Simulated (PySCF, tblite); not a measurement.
# C₃H₁₂BNOSi: a rotation path, then NMR shifts on frames, part 2 of 2

tblite 0.8.0 and PySCF 2.14.0. Atoms count from 0. The steps go on from the part before.

## (5) NMR shieldings: image 5, PBE0/pcSseg-1

The job: settings as JSON, then the geometry in Å.

```
{"job": {"kind": "nmr", "xc": "PBE0", "basis": "pcSseg-1", "pop": false}, "charge": 0, "multiplicity": 1}
C     -0.688900     1.158100    -1.264000
Si    -0.450300    -0.367300    -0.132600
C      0.291100    -1.801300    -1.151700
C     -2.105700    -0.921600     0.632200
O      0.525300     0.000100     1.106800
B      1.501300     0.727400     1.673800
N      2.274600     1.628000     0.939400
H     -1.079600     2.000100    -0.699500
H     -1.371500     0.973100    -2.087600
H      0.258600     1.469200    -1.696300
H     -0.397800    -2.110700    -1.932200
H      1.226200    -1.526000    -1.631500
H      0.488300    -2.669700    -0.530200
H     -1.988800    -1.829900     1.216600
H     -2.841800    -1.124200    -0.138700
H     -2.518700    -0.164400     1.291900
H      1.711000     0.605100     2.824500
H      2.135800     1.791300    -0.042900
H      3.021000     2.172000     1.332600
```

Method: GIAO PBE0/pcSseg-1 NMR shielding, non-relativistic, gas phase.

Output:

```text
coarse grid: 15560 points
cycle   1  E = -565.3337537467  dE =  5.406e-01  |g| = 8.707e-01  |ddm| = 3.700e+00
cycle   2  E = -565.2134645517  dE =  1.203e-01  |g| = 1.187e+00  |ddm| = 1.544e+00
cycle   3  E = -565.4847987229  dE = -2.713e-01  |g| = 1.709e-01  |ddm| = 1.019e+00
cycle   4  E = -565.4903710880  dE = -5.572e-03  |g| = 3.161e-02  |ddm| = 1.251e-01
cycle   5  E = -565.4905536859  dE = -1.826e-04  |g| = 1.342e-02  |ddm| = 2.625e-02
cycle   6  E = -565.4905924547  dE = -3.877e-05  |g| = 2.117e-03  |ddm| = 9.014e-03
cycle   7  E = -565.4905933515  dE = -8.968e-07  |g| = 5.943e-04  |ddm| = 1.820e-03
final grid: 143424 points
cycle   8  E = -565.5370927507  dE = -3.371e-05  |g| = 1.145e-02  |ddm| = 2.163e-02
cycle   9  E = -565.5370675707  dE =  2.518e-05  |g| = 1.623e-02  |ddm| = 1.730e-02
cycle  10  E = -565.5371203653  dE = -5.279e-05  |g| = 1.865e-03  |ddm| = 1.040e-02
cycle  11  E = -565.5371210979  dE = -7.327e-07  |g| = 1.777e-04  |ddm| = 1.495e-03
cycle  12  E = -565.5371211034  dE = -5.436e-09  |g| = 6.403e-05  |ddm| = 1.706e-04
cycle  13  E = -565.5371211043  dE = -9.009e-10  |g| = 1.850e-05  |ddm| = 5.647e-05
converged SCF energy = -565.5371211043

GIAO shielding tensors (ppm)
atom      isotropic    diamagn.    paramagn.     s11        s22        s33       span
  0 C      184.056     257.614     -73.558    175.622    184.199    192.348     16.727
  1 Si     347.379     881.231    -533.852    331.449    345.857    364.832     33.383
  2 C      184.408     256.122     -71.714    175.746    183.585    193.894     18.148
  3 C      184.347     255.233     -70.886    174.746    184.230    194.064     19.317
  4 O      213.121     399.214    -186.093    141.166    180.400    317.796    176.630
  5 B       77.340     195.814    -118.474     50.995     78.667    102.359     51.364
  6 N      181.350     320.977    -139.627    106.770    201.205    236.075    129.306
  7 H       31.413      33.075      -1.663     28.061     28.676     37.501      9.440
  8 H       31.689      31.949      -0.260     27.611     28.851     38.605     10.993
  9 H       31.650      34.138      -2.488     27.901     29.597     37.451      9.551
 10 H       31.886      31.368       0.519     28.026     29.200     38.433     10.407
 11 H       31.499      32.825      -1.327     27.299     29.437     37.759     10.460
 12 H       31.432      31.577      -0.145     27.460     28.757     38.078     10.618
 13 H       31.327      31.099       0.228     27.321     28.848     37.813     10.492
 14 H       32.023      31.001       1.021     27.980     29.419     38.670     10.690
 15 H       31.463      31.685      -0.222     27.352     29.028     38.009     10.657
 16 H       27.545      30.157      -2.612     24.369     27.450     30.816      6.446
 17 H       28.994      35.073      -6.079     23.010     28.293     35.679     12.669
 18 H       28.668      29.461      -0.793     23.805     24.964     37.235     13.430
```

It took 13 s on 1 thread of AMD EPYC 9B45, shared host; peak memory 0.86 GiB.

Key values: δ C0 2.9, C3 2.6, C2 2.5, Si1 1.8, H16 4.17, H18 3.05 ppm.

## (6) Shielding tensors: image 6, PBE0/pcSseg-1

The job: settings as JSON, then the geometry in Å.

```
{"job": {"kind": "nmr", "xc": "PBE0", "basis": "pcSseg-1", "pop": false}, "charge": 0, "multiplicity": 1}
C     -0.584200     1.121500    -1.286700
Si    -0.404100    -0.411000    -0.153200
C      0.229600    -1.886800    -1.183300
C     -2.070400    -0.869100     0.651800
O      0.629600    -0.101800     1.054800
B      1.548300     0.676000     1.651400
N      2.113100     1.780900     1.012000
H     -0.911400     1.986500    -0.716000
H     -1.295500     0.976200    -2.093600
H      0.370600     1.371500    -1.742600
H     -0.497500    -2.153600    -1.944900
H      1.166100    -1.668000    -1.688400
H      0.390200    -2.765800    -0.566400
H     -1.990200    -1.782500     1.234600
H     -2.835600    -1.030600    -0.100300
H     -2.423700    -0.089700     1.320400
H      1.887600     0.421300     2.748200
H      1.856400     2.065900     0.082500
H      2.811400     2.368300     1.430200
```

Level: GIAO PBE0/pcSseg-1 NMR shielding, non-relativistic, gas phase.

Output:

```text
coarse grid: 15560 points
cycle   1  E = -565.3343636260  dE =  5.406e-01  |g| = 8.698e-01  |ddm| = 3.703e+00
cycle   2  E = -565.2143710344  dE =  1.200e-01  |g| = 1.186e+00  |ddm| = 1.533e+00
cycle   3  E = -565.4850101743  dE = -2.706e-01  |g| = 1.710e-01  |ddm| = 1.011e+00
cycle   4  E = -565.4905917993  dE = -5.582e-03  |g| = 3.157e-02  |ddm| = 1.248e-01
cycle   5  E = -565.4907739664  dE = -1.822e-04  |g| = 1.341e-02  |ddm| = 2.616e-02
cycle   6  E = -565.4908126559  dE = -3.869e-05  |g| = 2.122e-03  |ddm| = 8.995e-03
cycle   7  E = -565.4908135578  dE = -9.020e-07  |g| = 5.951e-04  |ddm| = 1.830e-03
final grid: 143424 points
cycle   8  E = -565.5373403699  dE = -3.554e-05  |g| = 1.132e-02  |ddm| = 2.270e-02
cycle   9  E = -565.5373161987  dE =  2.417e-05  |g| = 1.598e-02  |ddm| = 1.703e-02
cycle  10  E = -565.5373673593  dE = -5.116e-05  |g| = 1.864e-03  |ddm| = 1.024e-02
cycle  11  E = -565.5373680907  dE = -7.314e-07  |g| = 1.793e-04  |ddm| = 1.498e-03
cycle  12  E = -565.5373680963  dE = -5.623e-09  |g| = 6.414e-05  |ddm| = 1.737e-04
cycle  13  E = -565.5373680972  dE = -9.197e-10  |g| = 1.772e-05  |ddm| = 5.718e-05
converged SCF energy = -565.5373680972

GIAO shielding tensors (ppm)
atom      isotropic    diamagn.    paramagn.     s11        s22        s33       span
  0 C      184.046     258.083     -74.037    174.521    185.081    192.537     18.016
  1 Si     346.844     881.279    -534.435    333.305    342.521    364.708     31.403
  2 C      184.297     255.869     -71.572    175.478    183.421    193.992     18.514
  3 C      184.263     255.406     -71.142    174.568    184.229    193.994     19.426
  4 O      213.249     399.474    -186.225    141.541    180.416    317.791    176.249
  5 B       77.231     195.779    -118.547     50.945     78.688    102.062     51.116
  6 N      181.629     320.985    -139.356    106.753    202.356    235.777    129.024
  7 H       31.399      33.596      -2.197     28.116     28.819     37.262      9.147
  8 H       31.662      32.062      -0.400     27.507     28.847     38.631     11.124
  9 H       31.629      34.191      -2.561     28.207     29.386     37.295      9.088
 10 H       31.906      31.240       0.667     28.052     29.260     38.407     10.355
 11 H       31.486      32.479      -0.993     27.286     29.354     37.817     10.531
 12 H       31.406      31.332       0.074     27.368     28.750     38.099     10.731
 13 H       31.320      31.099       0.221     27.316     28.823     37.820     10.503
 14 H       32.000      31.110       0.890     27.979     29.366     38.654     10.675
 15 H       31.493      31.963      -0.470     27.356     29.152     37.970     10.614
 16 H       27.554      30.134      -2.580     24.381     27.465     30.816      6.435
 17 H       28.942      35.043      -6.101     22.582     28.473     35.770     13.188
 18 H       28.692      29.420      -0.728     23.822     25.020     37.235     13.414
```

Wall time 13 s (1 thread of AMD EPYC 9B45, shared host); peak memory 0.87 GiB.

In short: δ C0 2.9, C3 2.7, C2 2.6, Si1 2.3, H16 4.16, H18 3.02 ppm.

## (7) Nuclear shieldings: image 8, PBE0/pcSseg-1

The job: settings as JSON, then the geometry in Å.

```
{"job": {"kind": "nmr", "xc": "PBE0", "basis": "pcSseg-1", "pop": false}, "charge": 0, "multiplicity": 1}
C     -0.512300     1.050800    -1.421300
Si    -0.334900    -0.430900    -0.221400
C      0.171000    -1.982300    -1.205800
C     -1.987000    -0.702800     0.691200
O      0.806500    -0.209900     0.904300
B      1.681300     0.555300     1.575500
N      1.847200     1.906800     1.270300
H     -0.878000     1.938900    -0.912000
H     -1.210400     0.831000    -2.223100
H      0.439300     1.303100    -1.882300
H     -0.585300    -2.244600    -1.938900
H      1.106100    -1.833100    -1.738100
H      0.303700    -2.837900    -0.550500
H     -1.931700    -1.561800     1.353000
H     -2.799500    -0.879000    -0.006500
H     -2.256500     0.156600     1.298500
H      2.319400     0.073500     2.436800
H      1.322300     2.357100     0.540500
H      2.489100     2.518500     1.740200
```

Level: GIAO PBE0/pcSseg-1 NMR shielding, non-relativistic, gas phase.

Output:

```text
coarse grid: 15560 points
cycle   1  E = -565.3337245799  dE =  5.456e-01  |g| = 8.708e-01  |ddm| = 3.704e+00
cycle   2  E = -565.2130418758  dE =  1.207e-01  |g| = 1.188e+00  |ddm| = 1.526e+00
cycle   3  E = -565.4846711441  dE = -2.716e-01  |g| = 1.718e-01  |ddm| = 1.005e+00
cycle   4  E = -565.4903051006  dE = -5.634e-03  |g| = 3.161e-02  |ddm| = 1.251e-01
cycle   5  E = -565.4904875079  dE = -1.824e-04  |g| = 1.345e-02  |ddm| = 2.608e-02
cycle   6  E = -565.4905264006  dE = -3.889e-05  |g| = 2.118e-03  |ddm| = 8.976e-03
cycle   7  E = -565.4905272975  dE = -8.969e-07  |g| = 5.977e-04  |ddm| = 1.828e-03
final grid: 143424 points
cycle   8  E = -565.5373339851  dE = -3.543e-05  |g| = 1.165e-02  |ddm| = 2.284e-02
cycle   9  E = -565.5373070269  dE =  2.696e-05  |g| = 1.667e-02  |ddm| = 1.742e-02
cycle  10  E = -565.5373622103  dE = -5.518e-05  |g| = 1.862e-03  |ddm| = 1.056e-02
cycle  11  E = -565.5373629462  dE = -7.359e-07  |g| = 1.797e-04  |ddm| = 1.503e-03
cycle  12  E = -565.5373629519  dE = -5.636e-09  |g| = 6.729e-05  |ddm| = 1.730e-04
cycle  13  E = -565.5373629529  dE = -9.917e-10  |g| = 1.945e-05  |ddm| = 5.853e-05
converged SCF energy = -565.5373629529

GIAO shielding tensors (ppm)
atom      isotropic    diamagn.    paramagn.     s11        s22        s33       span
  0 C      184.287     257.995     -73.707    174.901    184.302    193.659     18.758
  1 Si     347.339     881.328    -533.989    334.719    341.021    366.278     31.559
  2 C      184.309     255.469     -71.161    174.527    184.513    193.886     19.359
  3 C      184.388     255.808     -71.420    174.959    184.323    193.881     18.921
  4 O      212.379     399.437    -187.058    141.118    181.802    314.217    173.100
  5 B       77.426     196.033    -118.608     50.950     78.966    102.362     51.412
  6 N      182.025     321.153    -139.128    106.776    202.215    237.085    130.309
  7 H       31.540      33.785      -2.245     28.239     28.965     37.416      9.177
  8 H       31.681      32.029      -0.348     27.572     29.041     38.430     10.858
  9 H       31.456      33.566      -2.110     28.111     28.868     37.389      9.278
 10 H       31.983      31.051       0.932     27.983     29.308     38.658     10.675
 11 H       31.465      32.019      -0.554     27.419     29.240     37.736     10.317
 12 H       31.367      31.180       0.188     27.299     28.759     38.044     10.746
 13 H       31.398      31.345       0.053     27.335     28.805     38.054     10.719
 14 H       31.946      31.253       0.692     27.980     29.225     38.632     10.652
 15 H       31.503      32.503      -1.000     27.424     29.375     37.711     10.287
 16 H       27.553      30.181      -2.628     24.435     27.421     30.802      6.367
 17 H       28.973      35.103      -6.130     22.669     28.546     35.702     13.033
 18 H       28.695      29.489      -0.794     23.855     24.941     37.290     13.436
```

Run time: 13 s. Hardware: 1 thread of AMD EPYC 9B45, shared host; peak memory 0.87 GiB.

Key values: δ C0 2.6, C2 2.6, C3 2.5, Si1 1.8, H16 4.16, H18 3.02 ppm.

## (8) Comparing the runs: NMR shifts

Shifts (ppm) of some atoms, chosen among heavy atoms and hydrogens apart, with basis size and wall time:

| frame | C2 | C0 | H10 | H8 | Si1 | O4 | N6 | functions | time |
| --- | --- | --- | --- | --- | --- | --- | --- | --- | --- |
| image 0 | 2.7 | 2.5 | 0.04 | -0.24 | 1.5 | 123.5 | 85.7 | 186 | 13 s |
| image 2 | 3.0 | 2.2 | -0.02 | -0.15 | 1.2 | 123.5 | 86.3 | 186 | 13 s |
| image 5 | 2.5 | 2.9 | -0.17 | 0.03 | 1.8 | 123.0 | 86.4 | 186 | 13 s |
| image 6 | 2.6 | 2.9 | -0.19 | 0.06 | 2.3 | 122.8 | 86.1 | 186 | 13 s |
| image 8 | 2.6 | 2.6 | -0.27 | 0.04 | 1.8 | 123.7 | 85.7 | 186 | 13 s |

## (9) Outcome

The summary covers parts 1 to 2.

| quantity | value |
| --- | --- |
| barrier | 0.015 eV (0.3 kcal/mol) at image 5 |
| end to end (GFN2-xTB) | 0.000 eV |
| ¹³C shifts against TMS (PBE0/pcSseg-1, image 0) | 2.7, 2.6, 2.5 ppm |
| ¹H shifts against TMS (PBE0/pcSseg-1, image 0) | 4.17, 3.02, 2.75, 0.34, 0.33, 0.27, 0.23, 0.23, 0.16, 0.04, -0.24, -0.26 ppm |
| ²⁹Si shifts against TMS (PBE0/pcSseg-1, image 0) | 1.5 ppm |
| ¹⁷O shifts against H2O (PBE0/pcSseg-1, image 0) | 123.5 ppm |
| ¹¹B shifts against BF3·OEt2 (PBE0/pcSseg-1, image 0) | 22.6 ppm |
| ¹⁵N shifts against NH3 (PBE0/pcSseg-1, image 0) | 85.7 ppm |
| range of the shift of Si1 | 1.2 to 2.3 ppm |

In words: Along the band the dihedral turns by 123°, and the top (dihedral -25°) lies 0.3 kcal/mol above the start (GFN2-xTB, rough), so at room temperature this motion is fast. The top was not checked by a frequency run. Shifts at one fixed geometry are not the observed spectrum, which averages over the motion. In the first frame run (image 0): The widest tensor belongs to O4: span 172 ppm, with a paramagnetic part of -187 ppm. In ppm, Si1 moves most: its shift spreads over 1.1 ppm, from 1.2 (image 2) to 2.3 (image 6).
